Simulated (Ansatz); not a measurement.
# C₁₂H₁₆Hf: relaxing the structure

What shape does C₁₂H₁₆Hf take? The plan is to relax it, and look at its orbitals and charge.

Method: RKS PBE0-D4/def2-TZVP; program: Ansatz 0.2.0, Gaussian basis.

Plan: relaxation at PBE0-D4/def2-TZVP; a single point in def2-TZVPP for the fields.

### Step 1. The starting structure

SMILES `C[C]12[CH]3[CH]4[CH]5[CH]1[HfH2]45321678[CH]2[CH]1[CH]6[C]7(C)[CH]28`, 29 atoms, charge 0, spin multiplicity 1.

Atoms are counted from 1 here; the program's logs count them from 0.

Bond lengths: C1–C2 1.502 Å, C1–H14 1.090 Å, C1–H15 1.088 Å, C1–H16 1.091 Å, C2–C3 1.413 Å, C2–C6 1.406 Å, C2–Hf7 2.723 Å, C3–C4 1.431 Å, C3–Hf7 2.474 Å, C3–H17 1.084 Å, C4–C5 1.411 Å, C4–Hf7 2.457 Å, C4–H18 1.083 Å, C5–C6 1.402 Å, C5–Hf7 2.680 Å, C5–H19 1.080 Å, C6–Hf7 2.804 Å, C6–H20 1.079 Å and more. Angles: C2–C1–H14 110.0°, C2–C1–H15 110.6°, C2–C1–H16 111.6°, H14–C1–H15 108.3°, H14–C1–H16 107.7°, H15–C1–H16 108.6°, C1–C2–C3 126.0°, C1–C2–C6 126.0°, C1–C2–Hf7 125.7°, C3–C2–C6 107.8°, C3–C2–Hf7 64.7°, C6–C2–Hf7 78.5°, C2–C3–C4 107.8°, C2–C3–Hf7 84.2°, C2–C3–H17 124.7°, C4–C3–Hf7 72.5°, C4–C3–H17 125.1°, Hf7–C3–H17 123.6° and more.

Coordinates:

```mol
C12H16Hf
  3D, bonds by distance, orders not assigned

 29 38  0  0  0  0  0  0  0  0999 V2000
   -2.9422   -0.7985    2.0831 C   0  0
   -2.3794   -0.0182    0.9297 C   0  0
   -1.8109   -0.5641   -0.2425 C   0  0
   -1.5409    0.5153   -1.1424 C   0  0
   -1.9370    1.7063   -0.4966 C   0  0
   -2.4158    1.3796    0.7803 C   0  0
    0.2529    0.5558    0.5356 Hf  0  0
    1.2609   -1.6980    0.2480 C   0  0
    2.3056   -1.0962    0.9798 C   0  0
    2.9031   -0.1163    0.1729 C   0  0
    2.2698   -0.1228   -1.0843 C   0  0
    2.6991    0.6547   -2.2964 C   0  0
    1.2356   -1.0852   -1.0407 C   0  0
   -4.0025   -0.5742    2.2035 H   0  0
   -2.8375   -1.8677    1.9092 H   0  0
   -2.4426   -0.5482    3.0197 H   0  0
   -1.8572   -1.6107   -0.5204 H   0  0
   -1.3428    0.4165   -2.2031 H   0  0
   -1.9562    2.6889   -0.9453 H   0  0
   -2.8532    2.0709    1.4840 H   0  0
    0.8820    2.1844    0.1392 H   0  0
    0.1590    0.4179    2.3190 H   0  0
    0.7485   -2.6123    0.5207 H   0  0
    2.6490   -1.4045    1.9567 H   0  0
    3.7771    0.4635    0.4282 H   0  0
    2.8390    1.7101   -2.0637 H   0  0
    1.9619    0.5676   -3.0926 H   0  0
    3.6485    0.2693   -2.6715 H   0  0
    0.7260   -1.4839   -1.9098 H   0  0
  1  2  8  0
  2  3  8  0
  3  4  8  0
  4  5  8  0
  5  6  8  0
  6  7  8  0
  7  8  8  0
  8  9  8  0
  9 10  8  0
 10 11  8  0
 11 12  8  0
 11 13  8  0
  1 14  8  0
  1 15  8  0
  1 16  8  0
  3 17  8  0
  4 18  8  0
  5 19  8  0
  6 20  8  0
  7 21  8  0
  7 22  8  0
  8 23  8  0
  9 24  8  0
 10 25  8  0
 12 26  8  0
 12 27  8  0
 12 28  8  0
 13 29  8  0
  2  6  8  0
  7  9  8  0
  2  7  8  0
  8 13  8  0
  3  7  8  0
  4  7  8  0
  5  7  8  0
  7 10  8  0
  7 11  8  0
  7 13  8  0
M  END
```

The start is a GFN2-xTB geometry. Hf takes the def2 core potential; no spin-orbit term is included.

### Step 2. Optimising with PBE0-D4/def2-TZVP

The input, in.yaml:

```yaml
crystal:
  periodic: [false, false, false]
  atoms:
    - {symbol: C, position_ang: [-2.942180, -0.798500, 2.083070]}
    - {symbol: C, position_ang: [-2.379430, -0.018220, 0.929740]}
    - {symbol: C, position_ang: [-1.810870, -0.564140, -0.242550]}
    - {symbol: C, position_ang: [-1.540940, 0.515350, -1.142450]}
    - {symbol: C, position_ang: [-1.937000, 1.706270, -0.496650]}
    - {symbol: C, position_ang: [-2.415840, 1.379550, 0.780310]}
    - {symbol: Hf, position_ang: [0.252910, 0.555850, 0.535600]}
    - {symbol: C, position_ang: [1.260930, -1.698030, 0.247980]}
    - {symbol: C, position_ang: [2.305620, -1.096180, 0.979830]}
    - {symbol: C, position_ang: [2.903100, -0.116320, 0.172870]}
    - {symbol: C, position_ang: [2.269830, -0.122780, -1.084330]}
    - {symbol: C, position_ang: [2.699090, 0.654740, -2.296420]}
    - {symbol: C, position_ang: [1.235610, -1.085230, -1.040660]}
    - {symbol: H, position_ang: [-4.002470, -0.574230, 2.203510]}
    - {symbol: H, position_ang: [-2.837450, -1.867740, 1.909210]}
    - {symbol: H, position_ang: [-2.442590, -0.548170, 3.019680]}
    - {symbol: H, position_ang: [-1.857180, -1.610750, -0.520440]}
    - {symbol: H, position_ang: [-1.342800, 0.416470, -2.203050]}
    - {symbol: H, position_ang: [-1.956190, 2.688880, -0.945310]}
    - {symbol: H, position_ang: [-2.853200, 2.070880, 1.483990]}
    - {symbol: H, position_ang: [0.881990, 2.184420, 0.139220]}
    - {symbol: H, position_ang: [0.158970, 0.417940, 2.318950]}
    - {symbol: H, position_ang: [0.748530, -2.612290, 0.520680]}
    - {symbol: H, position_ang: [2.649000, -1.404470, 1.956680]}
    - {symbol: H, position_ang: [3.777130, 0.463540, 0.428190]}
    - {symbol: H, position_ang: [2.838960, 1.710130, -2.063700]}
    - {symbol: H, position_ang: [1.961890, 0.567580, -3.092640]}
    - {symbol: H, position_ang: [3.648520, 0.269320, -2.671530]}
    - {symbol: H, position_ang: [0.726050, -1.483860, -1.909790]}
basis:
  gaussian: {orbitals: def2-TZVP}
hamiltonian: {xc: pbe0, dispersion: d4}
relax: {f_tol: 0.005, max_steps: 150}
```

Launch:

```
ansatz run in.yaml --threads 11 --pin off --events-out ev --progress --plain --max-ram 120832MiB --backend cuda --devices 0, --max-vram 75GiB
```

After this run come: Orbitals, density and potential.

Before running them: what should the planned runs give, taken together? Wanted: point group; shift from the start; total energy; dispersion term; dipole moment; HOMO, LUMO.

As calculated:

| quantity | value |
| --- | --- |
| point group | C2 |
| steps | 20 |
| shift from the start (rms) | 0.291 Å |
| total energy | -14002.7480 eV |
| dispersion term | -789 meV |
| dipole moment | 2.27 D |
| HOMO, LUMO | -6.84, -1.24 eV |

What this shows: The relaxed geometry lies 0.29 Å (rms) from the start; the bond that changed most is C6–Hf7, from 2.804 to 2.517 Å. No vibrations were run, so it is not proven to be a minimum. The largest Mulliken charge, -0.42 e, sits on C12. The HOMO lies mostly on 4 C atoms about 12 % each; Hf7 10 % and the LUMO on Hf7 34 %; H21, H22 about 13 % each.
